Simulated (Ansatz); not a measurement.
Consider an atomisation energy of ClGe2H7Si, SMILES [SiH3][GeH]([Cl])[GeH3] (the Ansatz DFT code, driven from Python).

The script, `clge2h7si.py`:
```python
from collections import Counter

import ansatz


def energy_of(molecule, charge=0, unpaired=0):
    calc = (
        molecule.calculation()
        .basis(gaussian="6-31G*")
        .functional("cam_b3lyp")
    )
    if charge:
        calc = calc.charge(charge)
    if unpaired:
        calc = calc.spin("collinear", total=unpaired)
    return calc.run(threads=1, pin="off").report["free_energy_ev"]

GEOMETRY = """
Si   -1.85380   -0.52690    0.30980
Ge   -0.09930    0.95250    0.02820
Cl   -0.43090    2.13130   -1.75710
Ge    1.93750   -0.28190   -0.19960
H    -1.62360   -1.33100    1.51900
H    -1.93470   -1.41250   -0.86110
H    -3.11000    0.22490    0.44720
H    -0.00510    1.88780    1.26050
H     2.16820   -1.13050    1.07680
H     1.83310   -1.21700   -1.43130
H     3.11840    0.70320   -0.39250
"""


def main() -> None:
    geometry = ansatz.Crystal.molecule()
    for line in GEOMETRY.strip().splitlines():
        symbol, *xyz = line.split()
        geometry = geometry.atom(symbol, [float(v) for v in xyz])

    unpaired = {"Si": 2, "Ge": 2, "Cl": 1, "H": 1}
    counts = Counter(site.symbol for site in geometry.cartesian_sites)
    atom_energy = {s: energy_of(ansatz.Crystal.molecule().atom(s, (0, 0, 0)), 0, unpaired[s]) for s in counts}
    whole = energy_of(geometry, 0, 0)
    for s, e in atom_energy.items():
        print(f"{s:2s} x{counts[s]}  {e:14.5f} eV")
    print(f"ClGe2H7Si: {whole:.5f} eV")
    split = sum(counts[s] * e for s, e in atom_energy.items()) - whole
    print(f"atomisation energy (no zero-point term): {split:.3f} eV, {split / sum(counts.values()):.3f} eV an atom")


if __name__ == "__main__":
    main()
```

What does it cost to take this molecule apart into atoms?

29.945 eV from the electronic energies, without the zero-point term.

What the script printed:

Output of `python clge2h7si.py`:
```text
Si x1     -7873.78869 eV
Ge x2    -56511.63778 eV
Cl x1    -12520.91647 eV
H  x7       -13.51936 eV
ClGe2H7Si: -133542.56157 eV
atomisation energy (no zero-point term): 29.945 eV, 2.722 eV an atom
```

Total energies depend on the basis set; only differences at equal settings carry meaning. The geometry is a force-field or estimated start, not a minimum of this method, and the basis set is short of its limit. All parts are taken at fixed geometry, without zero-point energy. Hardware and time: 9.8 s on 1 thread of Arm Neoverse V2, with other jobs on the host, peak memory 0.46 GiB.

(Lines on the test bed's own set-up are left out of the output.)
